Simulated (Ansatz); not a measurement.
**CH7AsInN: a ladder of functionals and wavefunction methods**

An exercise on one series of results from a longer session: the logs are not shown, and one member is left open.

Program: Ansatz 0.2.0, Gaussian basis. Level of theory: functionals in def2-TZVPP, the program's frozen cores in correlated methods. These are calculated values, not measurements.

Plan: LDA (SPW92), PBE-D4, revPBE-D4, BLYP-D4, r2SCAN-D4, B97M-V, PBE0-D4, B3LYP-D4, r2SCANh-D4, r2SCAN0-D4, HSE06-D4, BHLYP-D4, CAM-B3LYP-D4, LC-ωPBE, ωB97X-V, ωB97M-V, B2PLYP, PBE-QIDH; CCSD(T)/def2-SVP; CCSD(T)/def2-TZVPP; MP2/def2-QZVPP; extrapolation to the limit; RPA on PBE.

## Structure used throughout

All runs share one geometry, relaxed beforehand with PBE0-D4 in a triple-zeta def2 set. In takes the def2 core potential; no spin-orbit term is included.

SMILES `N[CH]([AsH2])[InH2]`, 11 atoms, charge 0, spin multiplicity 1.

Atoms are counted from 1 here; the program's logs count them from 0.

Bond lengths: N1–C2 1.454 Å, N1–H5 1.012 Å, N1–H6 1.011 Å, C2–As3 2.004 Å, C2–In4 2.173 Å, C2–H7 1.091 Å, As3–H8 1.532 Å, As3–H9 1.538 Å, In4–H10 1.725 Å, In4–H11 1.734 Å. Angles: C2–N1–H5 111.6°, C2–N1–H6 111.2°, H5–N1–H6 107.4°, N1–C2–As3 106.0°, N1–C2–In4 121.3°, N1–C2–H7 109.1°, As3–C2–In4 101.5°, As3–C2–H7 104.2°, In4–C2–H7 112.8°, C2–As3–H8 95.0°, C2–As3–H9 96.7°, H8–As3–H9 91.1°, C2–In4–H10 123.2°, C2–In4–H11 113.6°, H10–In4–H11 122.8°.

As a file:

```xyz
11
CH7AsInN
N    -0.6590    1.6824    0.0014
C     0.3489    0.6529    0.1999
As    1.0141    0.1727   -1.6281
In   -0.1731   -1.3001    0.9979
H    -1.5685    1.2811   -0.1898
H    -0.7529    2.2650    0.8227
H     1.2169    1.0932    0.6925
H    -0.2663   -0.5552   -2.0482
H     1.6765   -1.1586   -1.2348
H     0.9813   -2.3759    1.6943
H    -1.8179   -1.7574    0.6922
```

Set-up of the first run:

Input file in.yaml:

```yaml
crystal:
  periodic: [false, false, false]
  atoms:
    - {symbol: N, position_ang: [-0.658952, 1.682409, 0.001379]}
    - {symbol: C, position_ang: [0.348866, 0.652928, 0.199895]}
    - {symbol: As, position_ang: [1.014066, 0.172704, -1.628120]}
    - {symbol: In, position_ang: [-0.173137, -1.300150, 0.997894]}
    - {symbol: H, position_ang: [-1.568481, 1.281055, -0.189779]}
    - {symbol: H, position_ang: [-0.752895, 2.264987, 0.822684]}
    - {symbol: H, position_ang: [1.216922, 1.093227, 0.692534]}
    - {symbol: H, position_ang: [-0.266313, -0.555243, -2.048168]}
    - {symbol: H, position_ang: [1.676480, -1.158634, -1.234791]}
    - {symbol: H, position_ang: [0.981339, -2.375867, 1.694316]}
    - {symbol: H, position_ang: [-1.817874, -1.757416, 0.692164]}
basis:
  gaussian: {orbitals: def2-TZVPP}
hamiltonian: {xc: lda}
output: {orbitals: {seedname: orbitals}}
```

The run is started by

```
> ansatz run in.yaml --threads 4 --pin off --events-out ev --progress --plain --max-ram 10444MiB
```

Among the steps run: LDA; PBE-D4 (GGA); revPBE-D4 (GGA); BLYP-D4 (GGA); r2SCAN-D4 (meta-GGA); B97M-V (meta-GGA); PBE0-D4 (hybrid); B3LYP-D4 (hybrid); r2SCANh-D4 (hybrid); r2SCAN0-D4 (hybrid); HSE06-D4 (hybrid); BHLYP-D4 (hybrid); CAM-B3LYP-D4 (range-separated); LC-ωPBE (range-separated); ωB97X-V (range-separated); ωB97M-V (range-separated); B2PLYP (double hybrid); PBE-QIDH (double hybrid).

One of the session's tables, all rows but one given; the rest of the session is left out.

It belongs to the step «Orbital energies across the functionals». 

| functional | HOMO (eV) | LUMO (eV) | gap (eV) |
| --- | --- | --- | --- |
| LDA (SPW92) | -4.89 | -2.38 | 2.51 |
| PBE-D4 | -4.73 | -2.11 | 2.62 |
| revPBE-D4 | -4.66 | -1.99 | 2.67 |
| BLYP-D4 | -4.61 | -2.05 | 2.56 |
| r2SCAN-D4 | -4.91 | -1.87 | 3.04 |
| B97M-V | ? | ? | ? |
| PBE0-D4 | -5.79 | -1.45 | 4.34 |
| B3LYP-D4 | -5.62 | -1.69 | 3.93 |
| r2SCANh-D4 | -5.31 | -1.64 | 3.68 |
| r2SCAN0-D4 | -5.92 | -1.30 | 4.63 |
| HSE06-D4 | -5.40 | -1.79 | 3.61 |
| BHLYP-D4 | -6.77 | -0.83 | 5.94 |
| CAM-B3LYP-D4 | -7.03 | -0.68 | 6.35 |
| LC-ωPBE | -8.27 | 0.35 | 8.61 |
| ωB97X-V | -7.96 | 0.23 | 8.19 |
| ωB97M-V | -7.86 | -0.05 | 7.81 |

Q: Estimate the row for B97M-V from the others.

As computed: HOMO (eV): -4.99; LUMO (eV): -2.13; gap (eV): 2.86. In the column «HOMO (eV)» it lies between r2SCANh-D4 (-5.31) and r2SCAN-D4 (-4.91).
